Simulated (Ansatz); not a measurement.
Crystal: Cu2IBr.

```
I Br Cu
1.0
     1.96853    1.13653    6.38762
    -1.96853    1.13653    6.38762
     0.00000   -2.27306    6.38762
I Br Cu
1 1 2
Direct
  0.00000 0.00000 0.00000
  0.50000 0.50000 0.50000
  0.24903 0.24903 0.24903
  0.75097 0.75097 0.75097
```

The cell comes from a database or a generator and needn't be the stable form of this composition.

Base run:

```yaml
Program: Ansatz 0.2.0
Functional: LDA
Potentials_or_basis: Ansatz PAW
Cutoff: "420 eV (not typed: the program's choice for these potentials)"
k_mesh: 8 × 8 × 8
Occupations: fermi-dirac, width 0.05 eV
Spin: no spin polarisation
Hubbard_terms: Cu d U = 8 eV
```

Its results: band gap on the k mesh 0.77 eV, indirect (least direct gap 0.96 eV); pressure -3.9 GPa; largest force 0.065 eV/Å.

**Question.** The run is repeated on the same cell with these changes: hubbard terms from Cu d U = 8 eV to Cu d U = 6 eV. What comes out?

**Answer.** Band gap on the k mesh 0.59 eV, indirect (least direct gap 0.75 eV); pressure -4.2 GPa; largest force 0.050 eV/Å.

Caveats: spin-orbit coupling is left out, which moves the levels of the heavy elements; the PAW data sets come from PBE, with cores solved anew for the run's functional, which leaves a small shift of forces and pressure.
